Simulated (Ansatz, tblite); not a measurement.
**The cluster Si4Ge3: which isomer is lowest**

Which shape does the cluster Si4Ge3 prefer? Candidates from a tight-binding search are relaxed and compared.

Program: Ansatz 0.2.0, Gaussian basis. Level of theory: relaxed with PBE-D4/def2-SVP, singlet. These are calculated values, not measurements.

5 further runs of the same task are left out: 3 that didn't finish, 2 set aside as unsound or not needed. Runs told in other sessions of the task aren't counted.

**1. The starting structure**

7 atoms, charge 0, spin multiplicity 1.

Atoms are counted from 1 here; the program's logs count them from 0.

Bond lengths: Si1–Si2 2.491 Å, Si1–Si3 2.310 Å, Si1–Ge7 2.307 Å, Si2–Si4 2.536 Å, Si2–Ge6 2.332 Å, Si2–Ge7 2.363 Å, Si3–Si4 2.500 Å, Si3–Ge5 2.278 Å, Si4–Ge5 2.399 Å, Si4–Ge6 2.308 Å. Angles: Si2–Si1–Si3 66.4°, Si2–Si1–Ge7 58.9°, Si3–Si1–Ge7 125.2°, Si1–Si2–Si4 111.3°, Si1–Si2–Ge6 167.7°, Si1–Si2–Ge7 56.7°, Si4–Si2–Ge6 56.4°, Si4–Si2–Ge7 167.8°, Ge6–Si2–Ge7 135.6°, Si1–Si3–Si4 119.3°, Si1–Si3–Ge5 178.2° and more.

Geometry (Å):

```mol
Ge3Si4
  3D, bonds by distance, orders not assigned

  7 11  0  0  0  0  0  0  0  0999 V2000
   -0.9715    2.1177    0.0983 Si  0  0
    0.9585    0.5445    0.0095 Si  0  0
   -1.5933   -0.1035   -0.0181 Si  0  0
    0.1774   -1.8661   -0.0973 Si  0  0
   -2.1809   -2.3041   -0.0678 Ge  0  0
    2.4087   -1.2777   -0.1045 Ge  0  0
    1.2009    2.8893    0.1797 Ge  0  0
  1  2  8  0
  1  3  8  0
  1  7  8  0
  2  3  8  0
  2  4  8  0
  2  6  8  0
  2  7  8  0
  3  4  8  0
  3  5  8  0
  4  5  8  0
  4  6  8  0
M  END
```

A search from random starts with GFN1-xTB found 14 distinct shapes; 3 go on here. The structure above is candidate A, which lies 0.00 eV above the lowest at that level; B lies 0.12 eV above the lowest at that level; C lies 0.39 eV above the lowest at that level.

**2. Relaxing candidate A**

in.yaml

```yaml
crystal:
  periodic: [false, false, false]
  atoms:
    - {symbol: Si, position_ang: [-0.971450, 2.117660, 0.098340]}
    - {symbol: Si, position_ang: [0.958500, 0.544470, 0.009500]}
    - {symbol: Si, position_ang: [-1.593270, -0.103530, -0.018050]}
    - {symbol: Si, position_ang: [0.177430, -1.866120, -0.097250]}
    - {symbol: Ge, position_ang: [-2.180860, -2.304080, -0.067750]}
    - {symbol: Ge, position_ang: [2.408700, -1.277730, -0.104460]}
    - {symbol: Ge, position_ang: [1.200940, 2.889330, 0.179670]}
basis:
  gaussian: {orbitals: def2-SVP}
hamiltonian: {xc: pbe, dispersion: d4}
scf: {lower_state_search: "off"}
output: {orbitals: {seedname: orbitals}}
relax: {f_tol: 0.02, max_steps: 100}
```

Launch:

```sh
ansatz run in.yaml --threads 4 --pin off --events-out ev --progress --plain --max-ram 4787MiB
```

Output, shortened:

```text
Functional definition: PBE
  name "PBE"
  cite "Perdew, Burke & Ernzerhof, Phys. Rev. Lett. 77, 3865 (1996) doi:10.1103/PhysRevLett.77.3865"
  parent pbe
[...]
1837 factors; their error is unknown
[...]
mean field -200992.59372213 eV, -7386.3415816151 hartree, gradient 4.0e-6 eV, S^2 0.000000; 0 other end points of the search recorded, 0 dependent functions left out
[...]
reference -200992.59375858 eV, -7386.3415829546 hartree; 76, 76 occupied and 92, 92 virtual orbitals, 1837 factors
relax step   1: F+E_penalty+E_count = -200993.18618744 eV  Δ(F+E_penalty+E_count) = +0.000e0 eV  max|allowed force component| = 1.104e0 eV/Å  Δτ_max = 0.0000 Å  (23 SCF iters, accepted)
[...]
relax step   4: F+E_penalty+E_count = -200993.30793753 eV  Δ(F+E_penalty+E_count) = -9.429e-4 eV  max|allowed force component| = 2.698e-2 eV/Å  Δτ_max = 0.0109 Å  (24 SCF iters, accepted)
[...]
relax step   5: F+E_penalty+E_count = -200993.30809982 eV  Δ(F+E_penalty+E_count) = -1.623e-4 eV  max|allowed force component| = 1.805e-2 eV/Å  Δτ_max = 0.0310 Å  (23 SCF iters, accepted)
Total energy: -200993.30813613 eV, -7386.3678358455 hartree
Atom 0 at    -0.966517     2.059597     0.127939 Å, force     0.000900    -0.005480    -0.008092 eV/Å
Atom 1 at     0.895031     0.515991     0.015088 Å, force    -0.007415     0.001350     0.011089 eV/Å
Atom 2 at    -1.633378    -0.090438     0.016527 Å, force    -0.006070     0.004883    -0.009726 eV/Å
Atom 3 at     0.186668    -1.786751    -0.106200 Å, force     0.007704     0.003972     0.017361 eV/Å
Atom 4 at    -2.200815    -2.313473    -0.104892 Å, force    -0.004698    -0.006548     0.000404 eV/Å
Atom 5 at     2.467576    -1.251363    -0.076897 Å, force     0.002864    -0.003797    -0.018051 eV/Å
Atom 6 at     1.251424     2.866438     0.128435 Å, force     0.006715     0.005620     0.007015 eV/Å
Dipole moment:    -0.001053     0.104824     0.008456 e Å
Checks for a lower state left out: stability, starts, cluster_reference, orbital_swaps, neighbouring_geometries, increment
```

Run time: 11 s. Hardware: 4 threads of Arm Neoverse V2, shared host.

Step by step:

```tsv
step	energy from step 1 (eV)	largest force component (eV/Å)
1	0.0000	1.1037
2	-0.1143	0.2136
3	-0.1208	0.0472
4	-0.1218	0.0270
5	-0.1219	0.0181
```

Close pairs (by a distance rule), those that changed most:

```tsv
bond	before (Å)	after (Å)	change (Å)
Si2–Si4	2.536	2.412	-0.124
Si1–Si2	2.491	2.421	-0.071
Si1–Si3	2.310	2.254	-0.056
Si1–Ge7	2.307	2.360	+0.053
Si4–Ge5	2.399	2.445	+0.046
Si2–Ge6	2.332	2.367	+0.036
Si4–Ge6	2.308	2.343	+0.036
Si2–Si3	2.633	2.600	-0.033
```

**3. Relaxing candidate B**

in.yaml

```yaml
crystal:
  periodic: [false, false, false]
  atoms:
    - {symbol: Si, position_ang: [2.031470, -0.526370, 1.510690]}
    - {symbol: Si, position_ang: [-1.049690, 0.615200, -1.042290]}
    - {symbol: Si, position_ang: [0.303230, 1.003190, 1.198250]}
    - {symbol: Si, position_ang: [1.351850, -0.441340, -0.713030]}
    - {symbol: Ge, position_ang: [-0.078630, -0.961470, -2.479500]}
    - {symbol: Ge, position_ang: [-1.932050, 1.597740, 0.894770]}
    - {symbol: Ge, position_ang: [-0.626170, -1.286940, 0.631120]}
basis:
  gaussian: {orbitals: def2-SVP}
hamiltonian: {xc: pbe, dispersion: d4}
scf: {lower_state_search: "off"}
output: {orbitals: {seedname: orbitals}}
relax: {f_tol: 0.02, max_steps: 100}
```

The command is unchanged.

Output, shortened:

```text
Functional definition: PBE
  name "PBE"
  cite "Perdew, Burke & Ernzerhof, Phys. Rev. Lett. 77, 3865 (1996) doi:10.1103/PhysRevLett.77.3865"
  parent pbe
[...]
1837 factors; their error is unknown
[...]
mean field -200993.81616700 eV, -7386.3865056353 hartree, gradient 6.8e-6 eV, S^2 0.000000; 0 other end points of the search recorded, 0 dependent functions left out
[...]
reference -200993.81620252 eV, -7386.3865069409 hartree; 76, 76 occupied and 92, 92 virtual orbitals, 1837 factors
relax step   1: F+E_penalty+E_count = -200994.46738893 eV  Δ(F+E_penalty+E_count) = +0.000e0 eV  max|allowed force component| = 1.100e0 eV/Å  Δτ_max = 0.0000 Å  (22 SCF iters, accepted)
[...]
relax step   3: F+E_penalty+E_count = -200994.61888560 eV  Δ(F+E_penalty+E_count) = -4.512e-2 eV  max|allowed force component| = 1.377e-1 eV/Å  Δτ_max = 0.0854 Å  (22 SCF iters, accepted)
[...]
Total energy: -200994.66441320 eV, -7386.4176781082 hartree
Atom 0 at     1.955450    -0.582719     1.514414 Å, force    -0.002488     0.000231    -0.001545 eV/Å
Atom 1 at    -0.875514     0.793528    -1.081477 Å, force    -0.002942    -0.003227     0.000842 eV/Å
Atom 2 at     0.377911     1.094006     1.120026 Å, force     0.005556    -0.007404    -0.003346 eV/Å
Atom 3 at     1.397222    -0.312967    -0.737517 Å, force    -0.001442     0.002297     0.009452 eV/Å
Atom 4 at    -0.170726    -1.110072    -2.375165 Å, force    -0.002717    -0.000016     0.002457 eV/Å
Atom 5 at    -1.998450     1.412749     0.955590 Å, force    -0.000419    -0.003187    -0.001743 eV/Å
Atom 6 at    -0.685884    -1.294515     0.604140 Å, force     0.004452     0.011306    -0.006116 eV/Å
Dipole moment:    -0.127453     0.015470    -0.081658 e Å
Checks for a lower state left out: stability, starts, cluster_reference, orbital_swaps, neighbouring_geometries, increment
```

It took 26 s on 4 threads of Arm Neoverse V2, shared host.

Along the way: (the energy doesn't fall at every step)

```tsv
step	energy from step 1 (eV)	largest force component (eV/Å)
1	0.0000	1.1003
2	-0.1064	0.2558
3	-0.1515	0.1377
4	-0.1766	0.1598
5	-0.1729	0.2341
6	-0.1942	0.0801
7	-0.1958	0.0943
8	-0.1950	0.1590
9	-0.1969	0.0339
10	-0.1968	0.0293
11	-0.1970	0.0113
```

Distances of close pairs at the start and the end, largest changes first:

```tsv
bond	before (Å)	after (Å)	change (Å)
Si3–Ge7	2.536	2.665	+0.129
Si4–Ge7	2.537	2.665	+0.129
Si2–Ge7	2.569	2.690	+0.122
Si2–Si3	2.646	2.551	-0.095
Si2–Si4	2.644	2.551	-0.093
Si3–Si4	2.615	2.543	-0.072
Si4–Ge5	2.332	2.403	+0.071
Si3–Ge6	2.333	2.403	+0.070
```

**4. Relaxing candidate C**

in.yaml

```yaml
crystal:
  periodic: [false, false, false]
  atoms:
    - {symbol: Si, position_ang: [0.391150, -0.788440, 1.244910]}
    - {symbol: Si, position_ang: [1.322500, 0.298290, -0.801760]}
    - {symbol: Si, position_ang: [-0.835170, -0.859680, -1.088380]}
    - {symbol: Si, position_ang: [-0.531160, 1.487240, 0.319250]}
    - {symbol: Ge, position_ang: [0.681770, 1.273320, 2.313300]}
    - {symbol: Ge, position_ang: [0.181680, -2.711280, -0.072920]}
    - {symbol: Ge, position_ang: [-1.210770, 1.300560, -1.914410]}
basis:
  gaussian: {orbitals: def2-SVP}
hamiltonian: {xc: pbe, dispersion: d4}
scf: {lower_state_search: "off"}
output: {orbitals: {seedname: orbitals}}
relax: {f_tol: 0.02, max_steps: 100}
```

Launched as before.

Output, shortened:

```text
Functional definition: PBE
  name "PBE"
  cite "Perdew, Burke & Ernzerhof, Phys. Rev. Lett. 77, 3865 (1996) doi:10.1103/PhysRevLett.77.3865"
  parent pbe
[...]
1837 factors; their error is unknown
[...]
mean field -200993.60737390 eV, -7386.3788326306 hartree, gradient 6.1e-6 eV, S^2 0.000000; 0 other end points of the search recorded, 0 dependent functions left out
[...]
reference -200993.60740906 eV, -7386.3788339228 hartree; 76, 76 occupied and 92, 92 virtual orbitals, 1837 factors
relax step   1: F+E_penalty+E_count = -200994.27920723 eV  Δ(F+E_penalty+E_count) = +0.000e0 eV  max|allowed force component| = 9.138e-1 eV/Å  Δτ_max = 0.0000 Å  (22 SCF iters, accepted)
[...]
relax step   7: F+E_penalty+E_count = -200994.67769098 eV  Δ(F+E_penalty+E_count) = -5.175e-3 eV  max|allowed force component| = 5.108e-2 eV/Å  Δτ_max = 0.0421 Å  (22 SCF iters, accepted)
[...]
Total energy: -200994.67815750 eV, -7386.4181832020 hartree
Atom 0 at    -0.018797    -0.836139     1.403807 Å, force    -0.008552    -0.002432     0.007695 eV/Å
Atom 1 at     1.207427     0.198285    -0.589375 Å, force     0.009776    -0.000125    -0.000884 eV/Å
Atom 2 at    -1.125418    -0.818849    -0.857024 Å, force    -0.003183    -0.009134    -0.001367 eV/Å
Atom 3 at    -0.852209     1.328304     0.425046 Å, force    -0.001813     0.005365     0.008940 eV/Å
Atom 4 at     1.060676     1.279905     1.930418 Å, force     0.003295     0.006412    -0.001332 eV/Å
Atom 5 at     0.585701    -2.460392    -0.303901 Å, force     0.001491    -0.002750    -0.007172 eV/Å
Atom 6 at    -0.857380     1.308895    -2.008981 Å, force    -0.001014     0.002664    -0.005880 eV/Å
Dipole moment:    -0.060793    -0.010506     0.030846 e Å
Checks for a lower state left out: stability, starts, cluster_reference, orbital_swaps, neighbouring_geometries, increment
```

Wall time 19 s (4 threads of Arm Neoverse V2, shared host).

Relaxation path:

```tsv
step	energy from step 1 (eV)	largest force component (eV/Å)
1	0.0000	0.9138
2	-0.1064	0.1943
3	-0.2055	0.2104
4	-0.3278	0.1778
5	-0.3556	0.6256
6	-0.3933	0.1492
7	-0.3985	0.0511
8	-0.3989	0.0098
```

Distances of close pairs at the start and the end, largest changes first:

```tsv
bond	before (Å)	after (Å)	change (Å)
Si2–Ge5	3.326	2.746	-0.580
Si2–Ge6	3.300	2.745	-0.555
Si3–Si4	2.754	2.516	-0.238
Si2–Ge7	2.943	2.741	-0.202
Si1–Si3	2.637	2.517	-0.120
Si1–Si4	2.624	2.517	-0.107
Si2–Si3	2.465	2.559	+0.093
Si1–Ge5	2.340	2.433	+0.093
```

**5. The relaxed candidates**

```tsv
candidate	point group	bonds (count, mean Å)	energy above the lowest (eV)
A	Cs	Ge–Si 6, 2.37; Si–Si 5, 2.44	1.370
B	Cs	Ge–Si 7, 2.52; Si–Si 5, 2.46	0.014
C	C3v	Ge–Si 9, 2.54; Si–Si 6, 2.54	0.000
```

**6. Candidate A, GFN1-xTB**

Tight binding, by tblite at 300 K electronic temperature and without a spin-polarisation term:

```python
tblite.interface.Calculator('GFN1-xTB', numbers, positions, charge=0, uhf=0).singlepoint()
```

Energy -331.4399 eV, HOMO -9.58 eV, LUMO -8.70 eV; 0.011 s.

**7. Candidate A, GFN2-xTB**

Tight binding, by tblite at 300 K electronic temperature and without a spin-polarisation term:

```python
tblite.interface.Calculator('GFN2-xTB', numbers, positions, charge=0, uhf=0).singlepoint()
```

Energy -340.5321 eV, HOMO -6.27 eV, LUMO -5.46 eV; 0.019 s.

**8. Candidate A, PBE0-D4/def2-TZVP**

start.molden holds the orbitals of an earlier run on this state, given as this run's starting guess.

in.yaml

```yaml
crystal:
  periodic: [false, false, false]
  atoms:
    - {symbol: Si, position_ang: [-0.966517, 2.059597, 0.127939]}
    - {symbol: Si, position_ang: [0.895031, 0.515991, 0.015088]}
    - {symbol: Si, position_ang: [-1.633378, -0.090438, 0.016527]}
    - {symbol: Si, position_ang: [0.186668, -1.786751, -0.106200]}
    - {symbol: Ge, position_ang: [-2.200815, -2.313473, -0.104892]}
    - {symbol: Ge, position_ang: [2.467576, -1.251363, -0.076897]}
    - {symbol: Ge, position_ang: [1.251424, 2.866438, 0.128435]}
basis:
  gaussian: {orbitals: def2-TZVP, initial_orbitals: start.molden}
hamiltonian: {xc: pbe0, dispersion: d4}
scf: {omitted_lower_state_checks: [starts]}
output: {orbitals: {seedname: orbitals}}
```

Launched as before.

Output:

```text
Functional definition: PBE0
  name "PBE0"
  cite "Adamo & Barone, J. Chem. Phys. 110, 6158 (1999) doi:10.1063/1.478522"
  cite "Perdew, Burke & Ernzerhof, Phys. Rev. Lett. 77, 3865 (1996) doi:10.1103/PhysRevLett.77.3865"
  parent pbe
  parameter a = 0.25
  parameter kappa = 0.804
  parameter beta = 0.06672455060314922
  exchange = (1 - a)*pbe_x(kappa = kappa, mu = beta*pi^2/3) + a*exact_x
  correlation = pbe_c(beta = beta)
these checks for a lower state are left out or cut short: starts
2275 factors; their error is unknown
mean field evaluation 1: about -200949.4876 eV, gradient 2.5e2 eV
mean field evaluation 2: about -200980.6491 eV, gradient 4.6e1 eV
mean field evaluation 4: about -201022.3280 eV, gradient 1.5e1 eV
mean field evaluation 8: about -201031.1622 eV, gradient 2.4e-1 eV
mean field -201031.16247630 eV, -7387.7589571879 hartree, gradient 1.9e-5 eV, S^2 0.000000; 0 other end points of the search recorded, 0 dependent functions left out
reference -201031.16250394 eV, -7387.7589582036 hartree; 76, 76 occupied and 216, 216 virtual orbitals, 2275 factors
Total energy: -201031.68292613 eV, -7387.7780833665 hartree
Checks for a lower state left out: starts
```

Wall time 21 s (4 threads of Arm Neoverse V2, shared host); peak memory 1.5 GiB.

Report: HOMO -5.60 eV, LUMO -3.23 eV.

**9. Candidate A, PBE-D4/def2-TZVP**

in.yaml: that of step 8 with these lines changed.

```diff
@@ -12,4 +12,4 @@
   gaussian: {orbitals: def2-TZVP, initial_orbitals: start.molden}
-hamiltonian: {xc: pbe0, dispersion: d4}
+hamiltonian: {xc: pbe, dispersion: d4}
 scf: {omitted_lower_state_checks: [starts]}
-output: {orbitals: {seedname: orbitals}}
+output: {forces: true, orbitals: {seedname: orbitals}}
```

Launched as before.

Output, shortened:

```text
Functional definition: PBE
  name "PBE"
  cite "Perdew, Burke & Ernzerhof, Phys. Rev. Lett. 77, 3865 (1996) doi:10.1103/PhysRevLett.77.3865"
  parent pbe
[...]
2082 factors; their error is unknown
[...]
mean field -201025.04476517 eV, -7387.5341354508 hartree, gradient 6.7e-5 eV, S^2 0.000000; 0 other end points of the search recorded, 0 dependent functions left out
[...]
reference -201025.04480221 eV, -7387.5341368119 hartree; 76, 76 occupied and 216, 216 virtual orbitals, 2082 factors
Total energy: -201025.63661408 eV, -7387.5558854970 hartree
Atom 0 at    -0.966517     2.059597     0.127939 Å, force     0.093440    -0.073577    -0.013690 eV/Å
Atom 1 at     0.895031     0.515991     0.015088 Å, force    -0.096644    -0.002959     0.012490 eV/Å
Atom 2 at    -1.633378    -0.090438     0.016527 Å, force     0.110380    -0.040088    -0.013730 eV/Å
Atom 3 at     0.186668    -1.786751    -0.106200 Å, force    -0.009545     0.114223     0.024722 eV/Å
Atom 4 at    -2.200815    -2.313473    -0.104892 Å, force     0.051758     0.054071     0.002981 eV/Å
Atom 5 at     2.467576    -1.251363    -0.076897 Å, force    -0.097103     0.024624    -0.016653 eV/Å
Atom 6 at     1.251424     2.866438     0.128435 Å, force    -0.052286    -0.076293     0.003881 eV/Å
Dipole moment:    -0.020669     0.106801     0.008760 e Å
Checks for a lower state left out: starts
```

It took 7 s on 4 threads of Arm Neoverse V2, shared host.

From the report: HOMO -4.93 eV, LUMO -3.74 eV.

**10. Candidate A, r2SCAN-D4/def2-TZVP**

in.yaml: that of step 9 with these lines changed.

```diff
@@ -12,4 +12,4 @@
   gaussian: {orbitals: def2-TZVP, initial_orbitals: start.molden}
-hamiltonian: {xc: pbe, dispersion: d4}
+hamiltonian: {xc: r2scan, dispersion: d4}
 scf: {omitted_lower_state_checks: [starts]}
-output: {forces: true, orbitals: {seedname: orbitals}}
+output: {orbitals: {seedname: orbitals}}
```

The command is unchanged.

Output:

```text
Functional definition: r2SCAN
  name "r2SCAN"
  cite "Furness, Kaplan, Ning, Perdew & Sun, J. Phys. Chem. Lett. 11, 8208 (2020) doi:10.1021/acs.jpclett.0c02405"
  cite "Furness, Kaplan, Ning, Perdew & Sun, J. Phys. Chem. Lett. 11, 9248 (2020) doi:10.1021/acs.jpclett.0c03077"
  parent r2scan
  parameter k0 = 0.174
  parameter k1 = 0.065
  parameter a1 = 4.9479
  exchange = r2scan_x(k0 = k0, k1 = k1, a1 = a1)
  correlation = r2scan_c
these checks for a lower state are left out or cut short: starts
2082 factors; their error is unknown
mean field evaluation 1: about -201062.2098 eV, gradient 1.2e1 eV
mean field evaluation 2: about -201062.3161 eV, gradient 1.8e-1 eV
mean field evaluation 4: about -201062.2671 eV, gradient 6.0e-4 eV
mean field -201062.26706203 eV, -7388.9020296300 hartree, gradient 2.7e-5 eV, S^2 0.000000; 0 other end points of the search recorded, 0 dependent functions left out
reference -201062.26707277 eV, -7388.9020300248 hartree; 76, 76 occupied and 216, 216 virtual orbitals, 2082 factors
Total energy: -201062.39235848 eV, -7388.9066341899 hartree
Checks for a lower state left out: starts
```

Wall time 15 s (4 threads of Arm Neoverse V2, shared host).

Report: HOMO -5.15 eV, LUMO -3.80 eV.

**11. Candidate A, ωB97X-V/def2-TZVP**

in.yaml: that of step 10 with these lines changed.

```diff
@@ -12,3 +12,3 @@
   gaussian: {orbitals: def2-TZVP, initial_orbitals: start.molden}
-hamiltonian: {xc: r2scan, dispersion: d4}
+hamiltonian: {xc: {name: wB97X-V}}
 scf: {omitted_lower_state_checks: [starts]}
```

The command is unchanged.

Output, shortened:

```text
Functional definition: wB97X-V
  name "wB97X-V"
  cite "Mardirossian & Head-Gordon, Phys. Chem. Chem. Phys. 16, 9904 (2014) doi:10.1039/C3CP54374A"
  cite "Becke, J. Chem. Phys. 107, 8554 (1997) doi:10.1063/1.475007"
  cite "Vydrov & Van Voorhis, J. Chem. Phys. 133, 244103 (2010) doi:10.1063/1.3521275"
[...]
      + integral(e_c_pw_opposite_spin*poly(b97_u_opposite, cos0, cos1)) + vv10(b, c)
[...]
2175 factors; their error is unknown
385 factors; integrals over basis functions are off by at most 4.9e-5 eV
the host lacks memory for fits, so the integrals are decomposed
1873 factors; integrals over basis functions are off by at most 1.1e-3 eV
385 factors; integrals over basis functions are off by at most 4.9e-5 eV
[...]
mean field -201042.87177613 eV, -7388.1892660198 hartree, gradient 3.2e-5 eV, S^2 0.000000; 0 other end points of the search recorded, 0 dependent functions left out
reference -201042.87177430 eV, -7388.1892659528 hartree; 76, 76 occupied and 216, 216 virtual orbitals, 1873 factors
Total energy: -201042.87177430 eV, -7388.1892659528 hartree
Checks for a lower state left out: starts
```

It took 40 s on 4 threads of Arm Neoverse V2, shared host; peak memory 1.5 GiB.

From the report: HOMO -7.27 eV, LUMO -1.62 eV.

**12. Candidate A, B97M-V/def2-TZVP**

in.yaml: that of step 11 with these lines changed.

```diff
@@ -12,3 +12,3 @@
   gaussian: {orbitals: def2-TZVP, initial_orbitals: start.molden}
-hamiltonian: {xc: {name: wB97X-V}}
+hamiltonian: {xc: {name: B97M-V}}
 scf: {omitted_lower_state_checks: [starts]}
```

Launched as before.

Output, shortened:

```text
Functional definition: B97M-V
  name "B97M-V"
  cite "Mardirossian & Head-Gordon, J. Chem. Phys. 142, 074111 (2015) doi:10.1063/1.4907719"
  cite "Becke, J. Chem. Phys. 107, 8554 (1997) doi:10.1063/1.475007"
  cite "Vydrov & Van Voorhis, J. Chem. Phys. 133, 244103 (2010) doi:10.1063/1.3521275"
  # Of w^i u^j: cxij and so on, Table III.
[...]
  gx(w, u) = cx00 + cx01*u + cx02*u^2 + (cx10 + cx11*u)*w
  gss(w, u) = css00 + css02*u^2 + css10*w + (css32*w^3 + css42*w^4)*u^2
  gos(w, u) = cos00 + cos01*u + cos03*u^3 + cos10*w + cos32*w^3*u^2
[...]
      + integral(e_c_pw_mod_opposite_spin*gos(b97_w_opposite, b97_u_opposite)) + vv10(b, c)
[...]
2082 factors; their error is unknown
[...]
mean field -201025.76197836 eV, -7387.5604925492 hartree, gradient 8.1e-5 eV, S^2 0.000000; 0 other end points of the search recorded, 0 dependent functions left out
reference -201025.76203317 eV, -7387.5604945637 hartree; 76, 76 occupied and 216, 216 virtual orbitals, 2082 factors
Total energy: -201025.76203317 eV, -7387.5604945637 hartree
Checks for a lower state left out: starts
```

Wall time 26 s (4 threads of Arm Neoverse V2, shared host); peak memory 0.8 GiB.

From the report: HOMO -4.95 eV, LUMO -3.61 eV.

(Part 1 of 2 ends here.)
